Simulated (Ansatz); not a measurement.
# C2H6GeO: vertical spin-state energies

Which spin state of C2H6GeO lies lowest at this geometry? Aim: vertical spin-state energies, for C2H6GeO, run from a script.

Program: Ansatz 0.2.0, driven from Python. Level of theory: PBE/6-31G*. These are calculated values, not measurements.

## (1) The structure

Bond lengths: C1–C2 1.260 Å, C2–O3 1.382 Å, C2–Ge4 1.929 Å, C1–H5 1.135 Å, C1–H6 1.111 Å, O3–H7 1.064 Å, Ge4–H8 1.562 Å, Ge4–H9 1.614 Å, Ge4–H10 1.484 Å. Angles: C1–C2–O3 119.1°, C1–C2–Ge4 121.7°, O3–C2–Ge4 119.2°, C2–C1–H5 122.1°, C2–C1–H6 124.8°, H5–C1–H6 113.1°, C2–O3–H7 119.7°, C2–Ge4–H8 107.1°, C2–Ge4–H9 108.8°, C2–Ge4–H10 113.3°, H8–Ge4–H9 107.1°, H8–Ge4–H10 110.0°, H9–Ge4–H10 110.3°.

The script holds or builds the structure itself.

## (2) Script

File spin.py:

```python
"""Vertical spin-state energies of C2H6GeO."""

import warnings

import ansatz as az

warnings.simplefilter("ignore", az.DeckWarning)

geometry_ang = [
    ("C", (-1.0566, 0.9436, -0.6528)),
    ("C", (-0.0083, 0.255, -0.5308)),
    ("O", (0.8752, 0.184, -1.5911)),
    ("Ge", (0.3854, -0.7153, 1.0896)),
    ("H", (-1.2881, 1.5273, -1.5985)),
    ("H", (-1.8312, 1.0657, 0.1347)),
    ("H", (1.7743, -0.3757, -1.4917)),
    ("H", (-0.3794, -2.0743, 1.0089)),
    ("H", (-0.2238, 0.098, 2.3441)),
    ("H", (1.8357, -0.9594, 1.2904)),
]
molecule = az.Crystal.molecule()
for symbol, xyz in geometry_ang:
    molecule = molecule.atom(symbol, xyz)

base = (
    molecule.calculation()
    .basis(gaussian="6-31G*")
    .functional("pbe")
)
found = {}
for unpaired in [0, 2]:
    rep = base.spin("collinear", total=unpaired).run().report
    s = unpaired / 2
    found[unpaired] = rep["free_energy_ev"]
    print(f"2S+1 = {unpaired + 1}: E = {found[unpaired]:.5f} eV, <S^2> = {abs(rep['mean_field']['state']['spin_squared']):.3f} (pure state {s * (s + 1):.2f})")
lowest = min(found, key=found.get)
for unpaired, e in found.items():
    print(f"multiplicity {unpaired + 1}: {96.485332 * (e - found[lowest]):.1f} kJ/mol above the lowest")
```

## (3) What the engine is handed

The package turns the script's settings into the engine's input (first run):

```yaml
crystal:
  periodic: [false, false, false]
  atoms:
    - { symbol: C, position_ang: [-1.0566, 0.9436, -0.6528] }
    - { symbol: C, position_ang: [-0.0083, 0.255, -0.5308] }
    - { symbol: O, position_ang: [0.8752, 0.184, -1.5911] }
    - { symbol: Ge, position_ang: [0.3854, -0.7153, 1.0896] }
    - { symbol: H, position_ang: [-1.2881, 1.5273, -1.5985] }
    - { symbol: H, position_ang: [-1.8312, 1.0657, 0.1347] }
    - { symbol: H, position_ang: [1.7743, -0.3757, -1.4917] }
    - { symbol: H, position_ang: [-0.3794, -2.0743, 1.0089] }
    - { symbol: H, position_ang: [-0.2238, 0.098, 2.3441] }
    - { symbol: H, position_ang: [1.8357, -0.9594, 1.2904] }
basis:
  gaussian:
    orbitals: "6-31G*"
hamiltonian:
  xc: pbe
magnetization:
  spin_polarized: true
  initial_magnetization: 0.0
```

## (4) Running it

Started as:

```sh
$ python spin.py
```

**Question.** Which spin state is lowest at this geometry, and how far above lie the others?

**Answer**, as computed:

```
        quantity             value
   runs compared                 2
          lowest  run 1 (2S+1 = 1)
next above it by          4.580 eV
```

**Reading.** In order: multiplicity 1 (+0.00 eV) and multiplicity 3 (+4.58 eV), all at the one geometry. The geometry is a force-field or estimated start, not a minimum of this method, and the basis set is short of its limit. All parts are taken at fixed geometry, without zero-point energy.
